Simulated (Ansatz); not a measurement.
# As2H3 (doublet): correlated methods under varied settings at a displaced geometry (v1)

Aim: run As2H3 (doublet) at one geometry under a spread of methods and options, and see what each costs and gives.

Program: Ansatz 0.2.0, Gaussian basis. Level of theory: the settings change from run to run. These are calculated values, not measurements.

22 further runs of the same task are left out: 7 that didn't finish, 15 set aside as unsound or not needed.

## Step 1: The geometry

The geometry is a PBE0/def2-TZVP stationary point (not a proven minimum) with its atoms shifted at random (size 0.040 Å). No spin-orbit coupling is included. The filled d shell of As may be among the frozen orbitals whatever the setting's name suggests; the logs give the count.

5 atoms, charge 0, spin multiplicity 2.

Atoms are counted from 1 here; the program's logs count them from 0.

Bond lengths: As1–As2 2.433 Å, As1–H3 1.499 Å, As1–H4 1.561 Å, As2–H5 1.543 Å. Angles: As2–As1–H3 93.5°, As2–As1–H4 92.3°, H3–As1–H4 93.9°, As1–As2–H5 92.7°.

## Step 2: BCCD(T) on UHF/cc-pVDZ

File in.yaml:

```yaml
crystal:
  periodic: [false, false, false]
  atoms:
    - {symbol: As, position_ang: [0.046046, 0.036218, 1.206641]}
    - {symbol: As, position_ang: [-0.020299, -0.048498, -1.224008]}
    - {symbol: H, position_ang: [-1.247296, 0.787079, 1.306479]}
    - {symbol: H, position_ang: [-0.633484, -1.363225, 1.335709]}
    - {symbol: H, position_ang: [-0.033035, 1.488930, -1.351212]}
basis:
  gaussian: {orbitals: cc-pVDZ}
magnetization: {spin_polarized: true, initial_magnetization: 1}
correlation: {method: bccd_t, electrons: outside_noble_gas}
```

Started as:

```bash
> ansatz run in.yaml --threads 1 --pin off --events-out ev --progress --plain --max-ram 2393MiB
```

Log, cut to the lines that bear on the results:

```text
Functional definition: HF
  name "HF"
  cite "Fock, Z. Phys. 61, 126 (1930) doi:10.1007/BF01340294"
  parent pbe
[...]
788 factors; integrals over basis functions are off by at most 1.2e-3 eV
[...]
mean field -121636.93462797 eV, -4470.0748991022 hartree, gradient 7.7e-6 eV, S^2 0.764746; 1 other end points of the search recorded, 0 dependent functions left out
determinant -121636.93462797 eV, -4470.0748991022 hartree, with singles and doubles -121643.57654258 eV, -4470.3189849622 hartree
determinant -121634.37459440 eV, -4469.9808196040 hartree, with singles and doubles -121641.02590236 eV, -4470.2252506629 hartree
28 core orbitals not correlated: weight in the atoms' cores, before any rotation towards them, 1.000 or more for the frozen orbitals, at most 0.000 for the correlated occupied ones
reference -121636.93462797 eV, -4470.0748991022 hartree; 7, 6 occupied and 34, 35 virtual orbitals, 788 factors
second order -5.54612800 eV of doubles, -0.00000000 eV of singles
cycle   1  -6.63446322 eV  change    7.5e-3 eV  update   3.4e-3
[...]
cycle   9  -6.63381026 eV  change    3.6e-6 eV  update   7.3e-6
perturbative correction -0.20288983 eV, -0.0074560639 hartree
Total energy: -121643.77132806 eV, -4470.3261431965 hartree
```

Wall time 6 s (1 thread of Arm Neoverse V2, shared host).

From the report: ⟨S²⟩ of the determinant 0.765 (pure doublet: 0.75); correlation -6.8367 eV; largest double amplitude 0.07.

## Step 3: MRCISD+Q(1,2)/STO-3G

in.yaml, as its differences from that of step 2:

```diff
@@ -9,4 +9,5 @@
 basis:
-  gaussian: {orbitals: cc-pVDZ}
-magnetization: {spin_polarized: true, initial_magnetization: 1}
-correlation: {method: bccd_t, electrons: outside_noble_gas}
+  gaussian: {orbitals: STO-3G}
+magnetization: {spin_polarized: false, initial_magnetization: 1}
+correlation: {method: fic_mrcisd_q, electrons: valence, active_space: {window: {electrons: 1, orbitals: 2}}}
+accuracy: high
```

The command is unchanged.

Log, cut to the lines that bear on the results:

```text
Functional definition: HF
  name "HF"
  cite "Fock, Z. Phys. 61, 126 (1930) doi:10.1007/BF01340294"
  parent pbe
[...]
526 factors; integrals over basis functions are off by at most 4.5e-9 eV
[...]
mean field -120282.62054793 eV, -4420.3047746478 hartree, gradient 2.4e-8 eV, S^2 0.750000; 0 other end points of the search recorded, 0 dependent functions left out
reference -120282.62054793 eV, -4420.3047746478 hartree; 35, 34 occupied and 4, 5 virtual orbitals, 526 factors
state -120282.62054793 eV, -4420.3047746478 hartree
contracted CI cycle   1: correlation 0.00000000 eV, 0.0000000000 hartree, residual 8.43e0 eV
contracted CI cycle   2: correlation -2.11493510 eV, -0.0777224315 hartree, residual 1.57e0 eV
contracted CI cycle   3: correlation -2.18940417 eV, -0.0804591194 hartree, residual 4.81e-1 eV
contracted CI cycle   4: correlation -2.19593716 eV, -0.0806992020 hartree, residual 1.63e-1 eV
[...]
contracted CI cycle   7: correlation -2.19668227 eV, -0.0807265843 hartree, residual 9.92e-3 eV
contracted CI cycle   8: correlation -2.19668398 eV, -0.0807266473 hartree, residual 3.48e-3 eV
contracted CI cycle   9: correlation -2.19668430 eV, -0.0807266590 hartree, residual 1.62e-3 eV
contracted CI cycle  10: correlation -2.19668435 eV, -0.0807266609 hartree, residual 5.54e-4 eV
contracted CI cycle  11: correlation -2.19668436 eV, -0.0807266612 hartree, residual 1.92e-4 eV
contracted CI cycle  12: correlation -2.19668436 eV, -0.0807266612 hartree, residual 6.91e-5 eV
contracted CI cycle  13: correlation -2.19668436 eV, -0.0807266612 hartree, residual 2.97e-5 eV
contracted CI cycle  14: correlation -2.19668436 eV, -0.0807266612 hartree, residual 1.00e-5 eV
state -120282.62054793 eV, -4420.3047746478 hartree; corrected -120284.98365786 eV, -4420.3916173360 hartree
WARN: 1 active orbitals are nearly empty or full. The corrections depend on them more than the energy does, and are more stable in an active space without them
Total energy: -120284.98365786 eV, -4420.3916173360 hartree
```

Run time: 1.5 s. Hardware: 1 thread of Arm Neoverse V2, shared host.

From the report: 2 determinants; active occupations 1.00, 0.00. The report marks this result as in doubt.

## Step 4: MRCISD+Q(5,4)/STO-3G

in.yaml, as its differences from that of step 3:

```diff
@@ -11,3 +11,3 @@
 magnetization: {spin_polarized: false, initial_magnetization: 1}
-correlation: {method: fic_mrcisd_q, electrons: valence, active_space: {window: {electrons: 1, orbitals: 2}}}
-accuracy: high
+correlation: {method: fic_mrcisd_q, electrons: outside_noble_gas, active_space: {window: {electrons: 5, orbitals: 4}, states: [{multiplicity: 2, weights: [1, 0.5, 0.5]}], root: 1}}
+scf: {lower_state_search: off}
```

Launched as before.

Log, cut to the lines that bear on the results:

```text
Functional definition: HF
  name "HF"
  cite "Fock, Z. Phys. 61, 126 (1930) doi:10.1007/BF01340294"
  parent pbe
[...]
498 factors; integrals over basis functions are off by at most 4.8e-8 eV
[...]
mean field -120282.62054780 eV, -4420.3047746430 hartree, gradient 3.0e-6 eV, S^2 0.750000; 0 other end points of the search recorded, 0 dependent functions left out
reference -120282.62054780 eV, -4420.3047746430 hartree; 35, 34 occupied and 4, 5 virtual orbitals, 498 factors
state -120282.98103952 eV, -4420.3180224696 hartree
state -120279.72264122 eV, -4420.1982785405 hartree
state -120277.27031766 eV, -4420.1081573120 hartree
contracted CI cycle   1: correlation 0.00000000 eV, 0.0000000000 hartree, residual 7.80e0 eV
contracted CI cycle   2: correlation -1.79019668 eV, -0.0657885146 hartree, residual 1.48e0 eV
[...]
contracted CI cycle   4: correlation -2.08671721 eV, -0.0766854431 hartree, residual 2.23e-1 eV
contracted CI cycle   5: correlation -2.08958367 eV, -0.0767907836 hartree, residual 1.16e-1 eV
contracted CI cycle   6: correlation -2.09033116 eV, -0.0768182533 hartree, residual 5.36e-2 eV
contracted CI cycle   7: correlation -2.09046671 eV, -0.0768232348 hartree, residual 2.25e-2 eV
contracted CI cycle   8: correlation -2.09048910 eV, -0.0768240575 hartree, residual 1.03e-2 eV
contracted CI cycle   9: correlation -2.09049400 eV, -0.0768242375 hartree, residual 4.21e-3 eV
contracted CI cycle  10: correlation -2.09049479 eV, -0.0768242664 hartree, residual 1.70e-3 eV
contracted CI cycle  11: correlation -2.09049492 eV, -0.0768242714 hartree, residual 6.50e-4 eV
state -120277.27031766 eV, -4420.1081573120 hartree; corrected -120279.57095328 eV, -4420.1927041118 hartree
Total energy: -120281.74680013 eV, -4420.2726650087 hartree
Checks for a lower state left out: stability, starts, cluster_reference, orbital_swaps, neighbouring_geometries, increment
```

It took 1.3 s on 1 thread of Arm Neoverse V2, shared host.

From the report: 24 determinants; active occupations (of the averaged states) 1.78, 1.70, 1.43, 0.09.

## Step 5: BCCD on ROHF/cc-pVDZ

in.yaml, as its differences from that of step 4:

```diff
@@ -9,5 +9,6 @@
 basis:
-  gaussian: {orbitals: STO-3G}
+  gaussian: {orbitals: cc-pVDZ}
 magnetization: {spin_polarized: false, initial_magnetization: 1}
-correlation: {method: fic_mrcisd_q, electrons: outside_noble_gas, active_space: {window: {electrons: 5, orbitals: 4}, states: [{multiplicity: 2, weights: [1, 0.5, 0.5]}], root: 1}}
+correlation: {method: bccd, electrons: outside_noble_gas}
 scf: {lower_state_search: off}
+output: {forces: true}
```

Launched as before.

Log, cut to the lines that bear on the results:

```text
Functional definition: HF
  name "HF"
  cite "Fock, Z. Phys. 61, 126 (1930) doi:10.1007/BF01340294"
  parent pbe
[...]
788 factors; integrals over basis functions are off by at most 1.2e-3 eV
[...]
mean field -121636.82372643 eV, -4470.0708235458 hartree, gradient 1.5e-6 eV, S^2 0.750000; 0 other end points of the search recorded, 0 dependent functions left out
28 core orbitals not correlated: weight in the atoms' cores, before any rotation towards them, 1.000 or more for the frozen orbitals, at most 0.000 for the correlated occupied ones
reference -121636.82372643 eV, -4470.0708235458 hartree; 7, 6 occupied and 34, 35 virtual orbitals, 788 factors
second order -5.60215281 eV of doubles, -0.06388162 eV of singles
cycle   1  -6.45521397 eV  change   -7.9e-1 eV  update   7.3e-2
[...]
cycle  15  -6.74192756 eV  change   -3.7e-7 eV  update   7.0e-7
[...]
Total energy: -121643.56565399 eV, -4470.3185848138 hartree
Atom 0 at     0.046046     0.036218     1.206641 Å, force     0.231912    -0.722007     0.271150 eV/Å
Atom 1 at    -0.020299    -0.048498    -1.224008 Å, force     0.015837     0.100429    -0.462741 eV/Å
Atom 2 at    -1.247296     0.787079     1.306479 Å, force    -0.504412     0.233645     0.117804 eV/Å
Atom 3 at    -0.633484    -1.363225     1.335709 Å, force     0.230114     0.539639    -0.000724 eV/Å
Atom 4 at    -0.033035     1.488930    -1.351212 Å, force     0.026549    -0.151706     0.074511 eV/Å
Dipole moment:    -0.083332     0.047036     0.038642 e Å
Checks for a lower state left out: starts, cluster_reference, orbital_swaps, neighbouring_geometries, increment
```

It took 8.5 s on 1 thread of Arm Neoverse V2, shared host.

From the report: correlation -6.7419 eV; largest double amplitude 0.07.

## Step 6: CASSCF(1,8)/cc-pVDZ

in.yaml, as its differences from that of step 5:

```diff
@@ -11,4 +11,2 @@
 magnetization: {spin_polarized: false, initial_magnetization: 1}
-correlation: {method: bccd, electrons: outside_noble_gas}
-scf: {lower_state_search: off}
-output: {forces: true}
+correlation: {active_space: {window: {electrons: 1, orbitals: 8}, states: [{multiplicity: 2, weights: [1, 1, 0.5, 1]}]}}
```

The command is unchanged.

Log:

```text
Functional definition: HF
  name "HF"
  cite "Fock, Z. Phys. 61, 126 (1930) doi:10.1007/BF01340294"
  parent pbe
  exchange = exact_x
  correlation = 0
1401 factors; integrals over basis functions are off by at most 2.0e-7 eV
mean field evaluation 1: about -121636.0276 eV, gradient 9.5e0 eV
mean field evaluation 2: about -121636.0599 eV, gradient 9.6e0 eV
mean field evaluation 4: about -121636.8143 eV, gradient 1.3e0 eV
mean field evaluation 8: about -121636.8239 eV, gradient 2.7e-4 eV
mean field -121636.82387884 eV, -4470.0708291469 hartree, gradient 3.7e-6 eV, S^2 0.750000; 0 other end points of the search recorded, 0 dependent functions left out
reference -121636.82387884 eV, -4470.0708291469 hartree; 35, 34 occupied and 34, 35 virtual orbitals, 1401 factors
state -121636.41972034 eV, -4470.0559765960 hartree
state -121632.08239777 eV, -4469.8965829313 hartree
state -121630.76775836 eV, -4469.8482708242 hartree
state -121630.11241201 eV, -4469.8241872902 hartree
Total energy: -121632.57097409 eV, -4469.9145377799 hartree
```

Run time: 9.5 s. Hardware: 1 thread of Arm Neoverse V2, shared host.

From the report: 8 determinants; active occupations (of the averaged states) 0.29, 0.29, 0.29, 0.14, 0.00, 0.00, 0.00, 0.00.

## Step 7: BCCD on UHF/cc-pVDZ

in.yaml, as its differences from that of step 6:

```diff
@@ -10,3 +10,4 @@
   gaussian: {orbitals: cc-pVDZ}
-magnetization: {spin_polarized: false, initial_magnetization: 1}
-correlation: {active_space: {window: {electrons: 1, orbitals: 8}, states: [{multiplicity: 2, weights: [1, 1, 0.5, 1]}]}}
+magnetization: {spin_polarized: true, initial_magnetization: 1}
+correlation: {method: bccd, electrons: outside_noble_gas}
+scf: {lower_state_search: light}
```

The command is unchanged.

Log, cut to the lines that bear on the results:

```text
Functional definition: HF
  name "HF"
  cite "Fock, Z. Phys. 61, 126 (1930) doi:10.1007/BF01340294"
  parent pbe
[...]
788 factors; integrals over basis functions are off by at most 1.2e-3 eV
[...]
mean field -121636.93462797 eV, -4470.0748991022 hartree, gradient 7.7e-6 eV, S^2 0.764746; 1 other end points of the search recorded, 0 dependent functions left out
determinant -121636.93462797 eV, -4470.0748991022 hartree, with singles and doubles -121643.57654258 eV, -4470.3189849622 hartree
determinant -121634.37459440 eV, -4469.9808196040 hartree, with singles and doubles -121641.02590236 eV, -4470.2252506629 hartree
28 core orbitals not correlated: weight in the atoms' cores, before any rotation towards them, 1.000 or more for the frozen orbitals, at most 0.000 for the correlated occupied ones
reference -121636.93462797 eV, -4470.0748991022 hartree; 7, 6 occupied and 34, 35 virtual orbitals, 788 factors
second order -5.54612800 eV of doubles, -0.00000000 eV of singles
cycle   1  -6.63446322 eV  change    7.5e-3 eV  update   3.4e-3
[...]
cycle   9  -6.63381026 eV  change    3.6e-6 eV  update   7.3e-6
Total energy: -121643.56843822 eV, -4470.3186871326 hartree
```

It took 5.5 s on 1 thread of Arm Neoverse V2, shared host.

From the report: ⟨S²⟩ of the determinant 0.765 (pure doublet: 0.75); correlation -6.6338 eV; largest double amplitude 0.07.

## Step 8: BCCD on UHF/cc-pVDZ

in.yaml, as its differences from that of step 7:

```diff
@@ -12,2 +12,3 @@
 correlation: {method: bccd, electrons: outside_noble_gas}
-scf: {lower_state_search: light}
+scf: {lower_state_search: off}
+output: {forces: true}
```

Launched as before.

Log, cut to the lines that bear on the results:

```text
Functional definition: HF
  name "HF"
  cite "Fock, Z. Phys. 61, 126 (1930) doi:10.1007/BF01340294"
  parent pbe
[...]
788 factors; integrals over basis functions are off by at most 1.2e-3 eV
[...]
mean field -121636.93462797 eV, -4470.0748991022 hartree, gradient 7.7e-6 eV, S^2 0.764746; 0 other end points of the search recorded, 0 dependent functions left out
28 core orbitals not correlated: weight in the atoms' cores, before any rotation towards them, 1.000 or more for the frozen orbitals, at most 0.000 for the correlated occupied ones
reference -121636.93462797 eV, -4470.0748991022 hartree; 7, 6 occupied and 34, 35 virtual orbitals, 788 factors
second order -5.54612800 eV of doubles, -0.00000000 eV of singles
cycle   1  -6.33617862 eV  change   -7.9e-1 eV  update   7.4e-2
[...]
cycle  15  -6.63381077 eV  change   -4.2e-7 eV  update   8.5e-7
[...]
Total energy: -121643.56843873 eV, -4470.3186871513 hartree
Atom 0 at     0.046046     0.036218     1.206641 Å, force     0.232187    -0.721908     0.272046 eV/Å
Atom 1 at    -0.020299    -0.048498    -1.224008 Å, force     0.015701     0.100278    -0.463416 eV/Å
Atom 2 at    -1.247296     0.787079     1.306479 Å, force    -0.504463     0.233519     0.117653 eV/Å
Atom 3 at    -0.633484    -1.363225     1.335709 Å, force     0.230009     0.539660    -0.000764 eV/Å
Atom 4 at    -0.033035     1.488930    -1.351212 Å, force     0.026566    -0.151549     0.074480 eV/Å
Dipole moment:    -0.083318     0.047045     0.038472 e Å
Checks for a lower state left out: starts, cluster_reference, orbital_swaps, neighbouring_geometries, increment
```

Run time: 8.5 s. Hardware: 1 thread of Arm Neoverse V2, shared host.

From the report: ⟨S²⟩ of the determinant 0.765 (pure doublet: 0.75); correlation -6.6338 eV; largest double amplitude 0.07.

## Step 9: HF/cc-pVDZ

in.yaml, as its differences from that of step 8:

```diff
@@ -11,4 +11,4 @@
 magnetization: {spin_polarized: true, initial_magnetization: 1}
-correlation: {method: bccd, electrons: outside_noble_gas}
-scf: {lower_state_search: off}
-output: {forces: true}
+hamiltonian: {xc: hf}
+accuracy: high
+output: {orbitals: {seedname: orbitals}}
```

The command is unchanged.

Log:

```text
Functional definition: HF
  name "HF"
  cite "Fock, Z. Phys. 61, 126 (1930) doi:10.1007/BF01340294"
  parent pbe
  exchange = exact_x
  correlation = 0
1494 factors; integrals over basis functions are off by at most 4.5e-9 eV
mean field evaluation 1: about -121636.0548 eV, gradient 7.6e0 eV
mean field evaluation 2: about -121636.0651 eV, gradient 7.6e0 eV
mean field evaluation 4: about -121636.9094 eV, gradient 1.0e0 eV
mean field evaluation 8: about -121636.9348 eV, gradient 7.6e-3 eV
mean field -121636.93478063 eV, -4470.0749047124 hartree, gradient 5.5e-8 eV, S^2 0.764746; 0 other end points of the search recorded, 0 dependent functions left out
reference -121636.93478063 eV, -4470.0749047124 hartree; 35, 34 occupied and 34, 35 virtual orbitals, 1494 factors
Total energy: -121636.93478063 eV, -4470.0749047124 hartree
```

Wall time 3.5 s (1 thread of Arm Neoverse V2, shared host).

From the report: ⟨S²⟩ of the determinant 0.765 (pure doublet: 0.75).

## Step 10: MP2 on UHF/cc-pVDZ

in.yaml, as its differences from that of step 9:

```diff
@@ -9,6 +9,4 @@
 basis:
-  gaussian: {orbitals: cc-pVDZ}
+  gaussian: {orbitals: cc-pVDZ, fitting: {mean_field: def2-universal-jkfit}}
 magnetization: {spin_polarized: true, initial_magnetization: 1}
-hamiltonian: {xc: hf}
-accuracy: high
-output: {orbitals: {seedname: orbitals}}
+correlation: {method: mp2, electrons: outside_noble_gas}
```

Same command.

Log:

```text
Functional definition: HF
  name "HF"
  cite "Fock, Z. Phys. 61, 126 (1930) doi:10.1007/BF01340294"
  parent pbe
  exchange = exact_x
  correlation = 0
586 factors; integrals over basis functions are off by at most 4.0e-1 eV
mean field evaluation 1: about -121636.0641 eV, gradient 7.6e0 eV
mean field evaluation 2: about -121636.7785 eV, gradient 2.7e0 eV
mean field evaluation 4: about -121636.9246 eV, gradient 4.1e-1 eV
mean field -121636.93197773 eV, -4470.0748017078 hartree, gradient 4.2e-6 eV, S^2 0.764746; 0 other end points of the search recorded, 0 dependent functions left out
28 core orbitals not correlated: weight in the atoms' cores, before any rotation towards them, 1.000 or more for the frozen orbitals, at most 0.000 for the correlated occupied ones
reference -121636.93197773 eV, -4470.0748017078 hartree; 7, 6 occupied and 34, 35 virtual orbitals, 586 factors
second order -5.53815565 eV of doubles, -0.00000000 eV of singles
Total energy: -121642.47013338 eV, -4470.2783251739 hartree
```

Wall time 1.1 s (1 thread of Arm Neoverse V2, shared host).

From the report: ⟨S²⟩ of the determinant 0.765 (pure doublet: 0.75).

## Step 11: All runs side by side

Where basis and cores are those of an earlier UCCSDT(Q)/cc-pVDZ run (-121643.8118 eV), and the state is the same kind, the miss against it is given. † marks a result that the program doubts.

```csv
level,correlated,functions,energy (eV),from UCCSDT(Q) (meV),time
BCCD(T) on UHF/cc-pVDZ,outside noble gas,69,-121643.7713,40.5,6 s
"MRCISD+Q(1,2)/STO-3G †",valence,39,-120284.9837,,1.5 s
"MRCISD+Q(5,4)/STO-3G (excited root 1 of an average)",outside noble gas,39,-120281.7468,,1.3 s
BCCD on ROHF/cc-pVDZ,outside noble gas,69,-121643.5657,246.2,8.5 s
"CASSCF(1,8)/cc-pVDZ (mean of several states)",,69,-121632.5710,,9.5 s
BCCD on UHF/cc-pVDZ,outside noble gas,69,-121643.5684,243.4,5.5 s
BCCD on UHF/cc-pVDZ,outside noble gas,69,-121643.5684,243.4,8.5 s
HF/cc-pVDZ,,69,-121636.9348,6877.0,3.5 s
MP2 on UHF/cc-pVDZ,outside noble gas,69,-121642.4701,1341.7,1.1 s
```

## Step 12: Results

```
quantity                                                value
    runs                                                    9
quickest                            MP2 on UHF/cc-pVDZ, 1.1 s
 slowest  CASSCF(1,8)/cc-pVDZ (mean of several states), 9.5 s
```

In words: Total energies in different bases, with other cores or another treatment of relativity can't be set against each other. CASSCF(1,8)/cc-pVDZ (mean of several states) took 8 times as long as MP2 on UHF/cc-pVDZ; the jobs differ in more than the method. Among the correlated runs with a miss given, it spans +40 to +1342 meV. Hartree-Fock, CASSCF and CASCI lack dynamic correlation by design.
